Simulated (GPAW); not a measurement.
## Ga in GPAW: the effect of dispersion

Crystal: Ga.

```
Ga
1.0
    -2.99241    2.99241    2.99241
     2.99241   -2.99241    2.99241
     2.99241    2.99241   -2.99241
Ga
6
Direct
  0.37500 0.62500 0.75000
  0.62500 0.75000 0.37500
  0.87500 0.25000 0.12500
  0.75000 0.37500 0.62500
  0.12500 0.87500 0.25000
  0.25000 0.12500 0.87500
```

This isn't the form of Ga at room conditions, which is orthorhombic.

Alike in all runs:

- Program: GPAW 26.7.0
- Task: relaxation of cell and atoms
- Functional: PBEsol
- Potentials or basis: PAW data sets generated in the run's folder for this functional
- Cutoff: 600 eV
- Basis: pw
- k mesh: 6 × 6 × 6
- Occupations: fermi-dirac, width 0.05 eV
- Spin: no spin polarisation

Each run relaxes the cell or the atoms first.

One run gave: relaxed volume 17.86 Å³/atom. Which dispersion did it use?
A. D3(BJ)-ATM
B. D4
C. D3
D. D3(BJ)
E. none

E.

| dispersion | relaxed volume (Å³/atom) |
| --- | --- |
| none | 17.86 |
| D3 | 17.40 |
| D3(BJ) | 17.03 |
| D3(BJ)-ATM | 17.11 |
| D4 | 17.14 |

Caveats: later steps reuse the first step's grids; pairwise dispersion overbinds metals, which lowers pressure and volume (some runs); the relaxation stopped at its first step, so nothing moved (some runs).
